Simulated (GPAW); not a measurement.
Crystal: Ta3N.

```xyz
4
Lattice="3.0322 0.0000 0.0000 -1.5161 2.6260 0.0000 0.0000 0.0000 7.5241" Properties=species:S:1:pos:R:3 pbc="T T T"
Ta    1.5161    0.8753    6.2155
Ta    0.0000    1.7507    1.3087
Ta    0.0000    0.0000    3.7621
N     0.0000    0.0000    0.0000
```

The cell comes from a database or a generator and needn't be the stable form of this composition.

Base run:

```yaml
Program: GPAW 26.7.0
Functional: LDA
Potentials_or_basis: the program's PAW data sets (release 1.2.1) made for this functional
Cutoff: 800 eV
Basis: pw
k_mesh: 7 × 7 × 3
Occupations: fermi-dirac, width 0.05 eV
Spin: no spin polarisation
```

Its results: pressure -14.0 GPa; largest force 0.739 eV/Å.

**Question.** After a change of settings the same cell gave: pressure 3.6 GPa; largest force 0.087 eV/Å. Which change was it?
A. functional from LDA to PBEsol; potentials or basis from the program's PAW data sets (release 1.2.1) made for this functional to PAW data sets generated in the run's folder for this functional
B. functional from LDA to PBE; potentials or basis from the program's PAW data sets (release 1.2.1) made for this functional to GPAW PAW data sets (gpaw-data 1.2.1)
C. functional from LDA to RPBE
D. band points from 80 to 60

**Answer.** C.

RPBE binds less tightly than LDA, so the same cell stands under more pressure.
